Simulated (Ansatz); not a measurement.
**AlH4OSe+: one structure at several levels**

The atoms stand at a structure displaced at random from a GFN2-xTB minimum. How far do the functionals agree with CCSD(T) there?

The runs use Ansatz 0.2.0, Gaussian basis; single points in def2-TZVPP.

Cores are frozen in the correlated methods. Filled d shells of the heavier atoms are correlated.

### Step 1. The system as given

SMILES `[AlH2][OH+][SeH]`, 7 atoms, charge 1, spin multiplicity 1.

Atoms are counted from 1 here; the program's logs count them from 0.

Bond lengths: Al1–O2 1.845 Å, Al1–Se3 2.826 Å, Al1–H4 1.586 Å, Al1–H5 1.557 Å, O2–Se3 2.055 Å, O2–H6 1.009 Å, Se3–H7 1.520 Å. Angles: O2–Al1–Se3 46.6°, O2–Al1–H4 112.4°, O2–Al1–H5 112.2°, Se3–Al1–H4 121.8°, Se3–Al1–H5 97.7°, H4–Al1–H5 133.8°, Al1–O2–Se3 92.8°, Al1–O2–H6 150.5°, Se3–O2–H6 116.6°, Al1–Se3–O2 40.7°, Al1–Se3–H7 89.4°, O2–Se3–H7 91.6°.

Geometry (Å):

| atom | x (Å) | y (Å) | z (Å) |
| --- | --- | --- | --- |
| Al1 | -0.9242 | 0.4676 | -0.5225 |
| O2 | -0.0305 | -0.9414 | 0.2639 |
| Se3 | 1.1685 | 0.3073 | 1.3703 |
| H4 | -2.4463 | 0.5399 | -0.0815 |
| H5 | -0.1075 | 1.1083 | -1.6830 |
| H6 | 0.0847 | -1.9323 | 0.4179 |
| H7 | 2.1782 | 0.4095 | 0.2383 |

### Step 2. CCSD(T)/def2-TZVPP

run/in.yaml reads:

```yaml
crystal:
  periodic: [false, false, false]
  atoms:
    - {symbol: Al, position_ang: [-0.924200, 0.467600, -0.522500]}
    - {symbol: O, position_ang: [-0.030500, -0.941400, 0.263900]}
    - {symbol: Se, position_ang: [1.168500, 0.307300, 1.370300]}
    - {symbol: H, position_ang: [-2.446300, 0.539900, -0.081500]}
    - {symbol: H, position_ang: [-0.107500, 1.108300, -1.683000]}
    - {symbol: H, position_ang: [0.084700, -1.932300, 0.417900]}
    - {symbol: H, position_ang: [2.178200, 0.409500, 0.238300]}
basis:
  gaussian: {orbitals: def2-TZVPP}
total_charge: 1
correlation: {method: ccsd_t}
output: {forces: true}
```

No record of the launch command was kept for these runs.

### Step 3. PBE0-D4/def2-TZVPP

Edit run/in.yaml of step 2 so:

```diff
@@ -13,3 +13,3 @@
 total_charge: 1
-correlation: {method: ccsd_t}
-output: {forces: true}
+hamiltonian: {xc: pbe0, dispersion: d4}
+output: {forces: true, orbitals: {seedname: orbitals}}
```

### Step 4. wB97M-V/def2-TZVPP

Edit run/in.yaml of step 3 so:

```diff
@@ -13,3 +13,3 @@
 total_charge: 1
-hamiltonian: {xc: pbe0, dispersion: d4}
-output: {forces: true, orbitals: {seedname: orbitals}}
+hamiltonian: {xc: {name: wB97M-V}}
+output: {forces: true}
```

### Step 5. r2SCAN-D4/def2-TZVPP

Edit run/in.yaml of step 4 so:

```diff
@@ -13,3 +13,3 @@
 total_charge: 1
-hamiltonian: {xc: {name: wB97M-V}}
+hamiltonian: {xc: r2scan, dispersion: d4}
 output: {forces: true}
```

### Step 6. PBE-D4/def2-TZVPP

Edit run/in.yaml of step 5 so:

```diff
@@ -13,3 +13,3 @@
 total_charge: 1
-hamiltonian: {xc: r2scan, dispersion: d4}
+hamiltonian: {xc: pbe, dispersion: d4}
 output: {forces: true}
```

### Step 7. B97M-V/def2-TZVPP

Edit run/in.yaml of step 6 so:

```diff
@@ -13,3 +13,3 @@
 total_charge: 1
-hamiltonian: {xc: pbe, dispersion: d4}
+hamiltonian: {xc: {name: B97M-V}}
 output: {forces: true}
```

### Step 8. revPBE-D4/def2-TZVPP

Edit run/in.yaml of step 7 so:

```diff
@@ -13,3 +13,3 @@
 total_charge: 1
-hamiltonian: {xc: {name: B97M-V}}
+hamiltonian: {xc: {name: revPBE}, dispersion: d4}
 output: {forces: true}
```

(Steps that only read results are left out.)

**Question.** What will these runs give? Wanted: energy less free atoms, CCSD(T)/def2-TZVPP; RMS force component; RMS force error; HOMO and LUMO, PBE0-D4; T1 diagnostic.

**Answer**, as computed:

| quantity | value |
| --- | --- |
| energy less free atoms, CCSD(T)/def2-TZVPP | -1050.1 kJ/mol |
| RMS force component | 0.675 to 0.879 eV/Å over the methods |
| RMS force error | PBE0-D4 0.078, wB97M-V 0.061, r2SCAN-D4 0.088, PBE-D4 0.210, B97M-V 0.064, revPBE-D4 0.222 eV/Å |
| HOMO and LUMO, PBE0-D4 | -13.26 and -9.38 eV |
| T1 diagnostic | 0.013 |

In words: Against CCSD(T) the functionals' energies less atoms differ by -63.1 to -2.2 kJ/mol, PBE-D4 by -63.1 kJ/mol. The reference is not at the basis limit: in triple zeta CCSD(T) underbinds, which counts against methods that bind more; the gaps are no ranking. For forces wB97M-V does best and revPBE-D4 worst. Frozen-core CCSD(T) forces in triple zeta carry basis errors of their own, and this is one geometry, so small gaps rank nothing.
